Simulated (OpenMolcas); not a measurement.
# Rh⁵⁺ among point charges: CASSCF and CASPT2 levels and susceptibility

Aim: the splitting of the states of Rh⁵⁺ in the field of 4 point charges, its lowest levels with spin-orbit coupling and its magnetic susceptibility.

Method: state-averaged CASSCF and CASPT2, spin-orbit coupling by RASSI with atomic mean-field integrals. Code: OpenMolcas 26.06.

### 1 The atom as given

```
Species                           : Rh⁵⁺ (rhodium, Z = 45, 40 electrons)
Basis                             : ANO-RCC-VDZP [6s5p3d1f], 43 functions
Scalar Hamiltonian                : DKH2, point nucleus
Inactive shells                   : 1s 2s 2p 3s 3p 3d 4s 4p
Active space                      : 4 electrons in 5 orbitals (4d)
Some configurations of this space : 4d⁴
Orbitals                          : optimised for each spin and parity, averaged over all roots
```

Outer shells as boxes (Hund's rule):

4d4
```
4d [↑ ][↑ ][↑ ][↑ ][  ]
```

The ion sits among 4 point charges of -2 e arranged as a tetrahedron (Td), 2.07 Å from the ion.

The work runs as a chain of OpenMolcas steps in one folder; each step below is one input file. Labels, J, g values, rates, χT and fits are worked out afterwards by a script from the matrices that RASSI stores.

### 2 One- and two-electron integrals

The input, a.inp:

```
&GATEWAY
Coord
1

Rh 0.0 0.0 0.0
Basis=ANO-RCC-VDZP
Group=NoSym
NoMove
AngMom=0.0 0.0 0.0
AMFI
XField
4 Angstrom 0
1.195115 1.195115 1.195115 -2.000000
1.195115 -1.195115 -1.195115 -2.000000
-1.195115 1.195115 -1.195115 -2.000000
-1.195115 -1.195115 1.195115 -2.000000
&SEWARD
```

Launch:

```
> OMP_NUM_THREADS=1 MOLCAS_MEM=1689 MOLCAS_PROJECT=a pymolcas a.inp > a.log
```

### 3 Reference wave functions, quintets, 5 roots

The input, a.inp:

```
&RASSCF
FileOrb=start.orb
Symmetry=1
Spin=5
nActEl=4 0 0
Inactive=18
Ras2=5
CIRoot=5 5 1
SDav=5
CIMx=300
Iter=120 100
PrWF=0.3
OrbListing=Nothing
MaxOrb=0
>>> COPY $Project.JobIph JOB001
```

start.orb holds the contracted functions of the basis, ordered by shell, or the orbitals of the step before.

### 4 CASSCF: triplets, 45 roots

The input, a.inp:

```
&RASSCF
FileOrb=start.orb
Symmetry=1
Spin=3
nActEl=4 0 0
Inactive=18
Ras2=5
CIRoot=45 45 1
SDav=45
CIMx=300
Iter=120 100
PrWF=0.3
OrbListing=Nothing
MaxOrb=0
>>> COPY $Project.JobIph JOB002
```

### 5 CASSCF: singlets, 50 roots

The input, a.inp:

```
&RASSCF
FileOrb=start.orb
Symmetry=1
Spin=1
nActEl=4 0 0
Inactive=18
Ras2=5
CIRoot=50 50 1
SDav=50
CIMx=300
Iter=120 100
PrWF=0.3
OrbListing=Nothing
MaxOrb=0
>>> COPY $Project.JobIph JOB003
```

### 6 State interaction with spin-orbit coupling

The input, a.inp:

```
&RASSI
NrOfJobIphs=3 5 45 50
1 2 3 4 5
1 2 3 4 5 6 7 8 9 10 11 12 13 14 15 16 17 18 19 20 21 22 23 24 25 26 27
28 29 30 31 32 33 34 35 36 37 38 39 40 41 42 43 44 45
1 2 3 4 5 6 7 8 9 10 11 12 13 14 15 16 17 18 19 20 21 22 23 24 25 26 27
28 29 30 31 32 33 34 35 36 37 38 39 40 41 42 43 44 45 46 47 48 49 50
IphNames
JOB001
JOB002
JOB003
EJob
SpinOrbit
DIPRint=1.0
SOCoupling=1000.0
Subsets=2
Property=9
'ANGMOM' 1 'ANGMOM' 2 'ANGMOM' 3 'MLTPL  1' 1 'MLTPL  1' 2 'MLTPL  1' 3
'AMFI' 1 'AMFI' 2 'AMFI' 3
SOProperty=3
'ANGMOM' 1 'ANGMOM' 2 'ANGMOM' 3
```

### 7 CASPT2: IPEA 0.25, imaginary shift 0.1 (closed shells correlated: 4s 4p)

The input, a.inp:

```
>>> COPY JOB001 $Project.JobIph
&CASPT2
Multistate=5 1 2 3 4 5
NoMult
Frozen=14
IPEA=0.25
Imaginary=0.1
MaxIter=60
WThr=0.0 0.3 0.05
PrWF=0.5
NoMix
>>> COPY JOB002 $Project.JobIph
&CASPT2
Multistate=45 1 2 3 4 5 6 7 8 9 10 11 12 13 14 15 16 17 18 19 20 21 22
23 24 25 26 27 28 29 30 31 32 33 34 35 36 37 38 39 40 41 42 43 44 45
NoMult
Frozen=14
IPEA=0.25
Imaginary=0.1
MaxIter=60
WThr=0.0 0.3 0.05
PrWF=0.5
NoMix
>>> COPY JOB003 $Project.JobIph
&CASPT2
Multistate=50 1 2 3 4 5 6 7 8 9 10 11 12 13 14 15 16 17 18 19 20 21 22
23 24 25 26 27 28 29 30 31 32 33 34 35 36 37 38 39 40 41 42 43 44 45 46
47 48 49 50
NoMult
Frozen=14
IPEA=0.25
Imaginary=0.1
MaxIter=60
WThr=0.0 0.3 0.05
PrWF=0.5
NoMix
```

(Steps that only read results are left out.)

Before running it: what results should come out? Wanted: spin-free ground state; first state of the same spin within the active space; lowest level; next level.

**Answer**, as computed:

| quantity | value |
| --- | --- |
| method | SS-CASPT2, IPEA 0.25, imaginary shift 0.1 (closed shells correlated: 4s 4p) |
| spin-free ground state | 5T2, 3-fold in its orbital part |
| first state of the same spin within the active space | 5E at 2100 cm⁻¹ |
| lowest level | 1-fold A1 |
| next level | 652.9 cm⁻¹ |
| χT at 300 K | 0.54 cm³ K/mol |
| effective moment at 300 K | 2.09 μB |

Cost by method:

```csv
method,time of its own steps,time with the reference
A. CASSCF,23 s,23 s
"B. SS-CASPT2, IPEA 0.25, imaginary shift 0.1, +4s 4p",8.1 s,31 s
```

Times are of one thread on a shared host.

**Reading.** The spin-free ground state (5T2) comes to 100 % from free-ion D terms and keeps the highest spin of the shell. χT at 300 K is 0.54, against 3.01 cm³ K/mol for the spin alone, so spin-orbit coupling lowers it. An active space of the d shell alone favours high spin; real ions in strong fields can be low spin. CASPT2 does not keep the components of a term degenerate, and the means are used. The field of point charges can differ much from that of real complexes. Point charges carry no covalency, so the field is a model and not that of real ligands.
